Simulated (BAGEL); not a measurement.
# CH3ClF2Si (SMILES FC(F)[SiH2]Cl) at HF/6-31G(d) (density fitting with qzvpp-jkfit, spherical functions)

What is the vertical singlet–triplet gap of CH3ClF2Si at HF/6-31G* (density fitting with qzvpp-jkfit, spherical functions)? 

The calculation is run with BAGEL 1.2.2.

### Step 1. The system as given

CH3ClF2Si: 8 atoms, total charge 0, spin state singlet. As SMILES, `FC(F)[SiH2]Cl`. The shape is that of a GFN2-xTB optimisation. This is one conformer, not always the lowest.

Bond lengths: F1–C2 1.363 Å, C2–F3 1.362 Å, C2–Si4 1.944 Å, Si4–Cl5 1.998 Å, C2–H6 1.100 Å, Si4–H7 1.456 Å, Si4–H8 1.457 Å. Some angles: F1–C2–F3 105.9°, F1–C2–Si4 110.5°, F3–C2–Si4 110.6°, C2–Si4–Cl5 106.4°, F1–C2–H6 106.7°, F3–C2–H6 106.7°, Si4–C2–H6 115.9°, C2–Si4–H7 106.6°, C2–Si4–H8 105.9°, Cl5–Si4–H7 111.8°.

### Step 2. The energy at HF/6-31G(d) (density fitting with qzvpp-jkfit, spherical functions)

Contents of calc.json:

```json
{ "bagel": [

{
  "title": "molecule",
  "basis": "6-31gs.json",
  "df_basis": "qzvpp-jkfit",
  "angstrom": true,
  "geometry": [
    { "atom": "F", "xyz": [       0.012580,      -0.575640,       1.812580 ] },
    { "atom": "C", "xyz": [       0.648480,      -0.086290,       0.711180 ] },
    { "atom": "F", "xyz": [       1.641910,      -0.973670,       0.427490 ] },
    { "atom": "Si", "xyz": [      -0.589030,       0.055360,      -0.781940 ] },
    { "atom": "Cl", "xyz": [      -1.695220,       1.685130,      -0.445590 ] },
    { "atom": "H", "xyz": [       1.139070,       0.848720,       1.019520 ] },
    { "atom": "H", "xyz": [      -1.395900,      -1.156230,      -0.770430 ] },
    { "atom": "H", "xyz": [       0.238110,       0.202610,      -1.972810 ] }
  ]
},

{
  "title": "hf"
},

{
  "title": "print",
  "file": "orbitals.molden",
  "orbitals": true
}

]}
```

The basis set 6-31G* is read from a file made from the Basis Set Exchange's data (not shown).

Run with:

```
$ BAGEL_NUM_THREADS=1 BAGEL calc.json > calc.out
```

The program printed:

```text
* using 1 threads per process

  ===============================================================
  ===============================================================

  *** Geometry ***

  { "atom" : "F", "xyz" : [      0.023773,     -1.087802,      3.425280 ] },
  { "atom" : "C", "xyz" : [      1.225450,     -0.163064,      1.343935 ] },
  { "atom" : "F", "xyz" : [      3.102760,     -1.839970,      0.807839 ] },
  { "atom" : "Si", "xyz" : [     -1.113105,      0.104615,     -1.477652 ] },
  { "atom" : "Cl", "xyz" : [     -3.203502,      3.184434,     -0.842043 ] },
  { "atom" : "H", "xyz" : [      2.152530,      1.603848,      1.926614 ] },
  { "atom" : "H", "xyz" : [     -2.637869,     -2.184958,     -1.455902 ] },
  { "atom" : "H", "xyz" : [      0.449963,      0.382877,     -3.728071 ] },

  Number of auxiliary basis functions:      539

  Since a DF basis is specified, we compute 2- and 3-index integrals:
    o Being stored without compression. Storage requirement is 0.030 GB

  Number of basis functions:       84
  Number of electrons      :       58

    * METHOD: MOLECULE                             0.95

  *** RHF ***

  === Nuclear Repulsion ===
   292.6642019687

      * DIIS with orbital gradients will be used.

  === RHF iteration (6-31gs.json) ===
      0       -986.71264047          0.01848131           0.22
      1       -986.84954842          0.01167178           0.26
      2       -986.91166800          0.00129636           0.20
      3       -986.91320835          0.00029294           0.19
      4       -986.91328596          0.00007995           0.19
      5       -986.91329455          0.00001922           0.20
      6       -986.91329508          0.00000423           0.19
      7       -986.91329510          0.00000183           0.18
      8       -986.91329511          0.00000043           0.17
      9       -986.91329511          0.00000011           0.18
     10       -986.91329511          0.00000004           0.17
     11       -986.91329511          0.00000001           0.17
     12       -986.91329511          0.00000000           0.17
    * SCF iteration converged.

    * Permanent dipole moment:
           (   -0.013201,    -0.227414,     0.642814) a.u.

    * METHOD: HF                                   3.06

    * METHOD: PRINT                                0.01

  ===============================================================
```

It took 4.8 s on 1 thread of Intel Xeon at 2.50GHz (Skylake/Cascade Lake), shared host.

### Step 3. The triplet at the same level

Contents of input.json:

```json
{ "bagel" : [

{
  "title" : "molecule",
  "basis" : "6-31gs.json",
  "df_basis" : "qzvpp-jkfit",
  "angstrom" : true,
  "geometry" : [
    { "atom" : "F", "xyz" : [    0.012580,   -0.575640,    1.812580 ] },
    { "atom" : "C", "xyz" : [    0.648480,   -0.086290,    0.711180 ] },
    { "atom" : "F", "xyz" : [    1.641910,   -0.973670,    0.427490 ] },
    { "atom" : "Si", "xyz" : [   -0.589030,    0.055360,   -0.781940 ] },
    { "atom" : "Cl", "xyz" : [   -1.695220,    1.685130,   -0.445590 ] },
    { "atom" : "H", "xyz" : [    1.139070,    0.848720,    1.019520 ] },
    { "atom" : "H", "xyz" : [   -1.395900,   -1.156230,   -0.770430 ] },
    { "atom" : "H", "xyz" : [    0.238110,    0.202610,   -1.972810 ] }
  ]
},
{ "title" : "uhf", "nopen" : 2 },
{ "title" : "print", "file" : "orbitals.molden", "orbitals" : true }

]}
```

The basis set 6-31G* is read from a file made from the Basis Set Exchange's data (not shown).

Run with:

```
$ BAGEL_NUM_THREADS=1 BAGEL input.json > input.out
```

The program printed:

```text
* using 1 threads per process

  ===============================================================
  ===============================================================

  *** Geometry ***

  { "atom" : "F", "xyz" : [      0.023773,     -1.087802,      3.425280 ] },
  { "atom" : "C", "xyz" : [      1.225450,     -0.163064,      1.343935 ] },
  { "atom" : "F", "xyz" : [      3.102760,     -1.839970,      0.807839 ] },
  { "atom" : "Si", "xyz" : [     -1.113105,      0.104615,     -1.477652 ] },
  { "atom" : "Cl", "xyz" : [     -3.203502,      3.184434,     -0.842043 ] },
  { "atom" : "H", "xyz" : [      2.152530,      1.603848,      1.926614 ] },
  { "atom" : "H", "xyz" : [     -2.637869,     -2.184958,     -1.455902 ] },
  { "atom" : "H", "xyz" : [      0.449963,      0.382877,     -3.728071 ] },

  Number of auxiliary basis functions:      539

  Since a DF basis is specified, we compute 2- and 3-index integrals:
    o Being stored without compression. Storage requirement is 0.030 GB

  Number of basis functions:       84
  Number of electrons      :       58

    * METHOD: MOLECULE                             0.84

  *** Open-shell HF ***

  === Nuclear Repulsion ===
   292.6642019687

      * DIIS with orbital gradients will be used.

  === UHF iteration (6-31gs.json) ===
      0       -986.36634963          0.03931766           0.42
      1       -986.50683988          0.02950531           0.42
      2       -986.56642687          0.02021089           0.40
      3       -986.61466008          0.00151319           0.40
      4       -986.61716785          0.00075206           0.40
      5       -986.61805153          0.00044572           0.35
      6       -986.61867733          0.00022335           0.42
      7       -986.61893729          0.00017294           0.44
      8       -986.61906447          0.00014814           0.47
      9       -986.61926236          0.00012109           0.38
     10       -986.61948152          0.00008435           0.42
     11       -986.61955662          0.00005897           0.42
     12       -986.61960528          0.00003837           0.50
     13       -986.61961504          0.00002273           0.49
     14       -986.61961751          0.00001437           0.43
     15       -986.61961817          0.00001005           0.36
     16       -986.61961854          0.00000562           0.40
     17       -986.61961859          0.00000357           0.41
     18       -986.61961864          0.00000286           0.39
     19       -986.61961867          0.00000240           0.44
     20       -986.61961870          0.00000211           0.43
     21       -986.61961874          0.00000179           0.49
     22       -986.61961878          0.00000136           0.42
     23       -986.61961880          0.00000096           0.42
     24       -986.61961881          0.00000064           0.40
     25       -986.61961881          0.00000045           0.39
     26       -986.61961881          0.00000030           0.40
     27       -986.61961881          0.00000022           0.43
     28       -986.61961881          0.00000017           0.49
     29       -986.61961881          0.00000013           0.43
     30       -986.61961881          0.00000011           0.45
     31       -986.61961881          0.00000009           0.48
     32       -986.61961881          0.00000005           0.46
     33       -986.61961881          0.00000004           0.46
     34       -986.61961881          0.00000003           0.44
     35       -986.61961881          0.00000002           0.40
     36       -986.61961881          0.00000001           0.42
    * SCF iteration converged.

    * S^2 (UHF) is 2.0133

    * Permanent dipole moment:
           (   -0.789112,    -0.373223,    -0.649642) a.u.

    * METHOD: UHF                                 16.36

    * METHOD: PRINT                                0.02

  ===============================================================
```

Run time: 18 s. Hardware: 1 thread of Intel Xeon at 2.50GHz (Skylake/Cascade Lake), shared host.

### Step 4. What came out

At HF/6-31G* (density fitting with qzvpp-jkfit, spherical functions):

| quantity | value |
| --- | --- |
| singlet: total energy | -986.91330 Eh |
| singlet: dipole moment | 1.73 D |
| singlet: HOMO energy | -12.20 eV |
| singlet: LUMO energy | 3.24 eV |
| singlet: HOMO–LUMO gap | 15.44 eV |
| triplet: total energy | -986.61962 Eh |
| triplet: dipole moment | 2.77 D |
| triplet: ⟨S²⟩ | 2.013 |
| vertical energy of the triplet above the singlet | 7.991 eV |

At this shape the triplet lies 7.99 eV (184 kcal/mol) above the singlet.
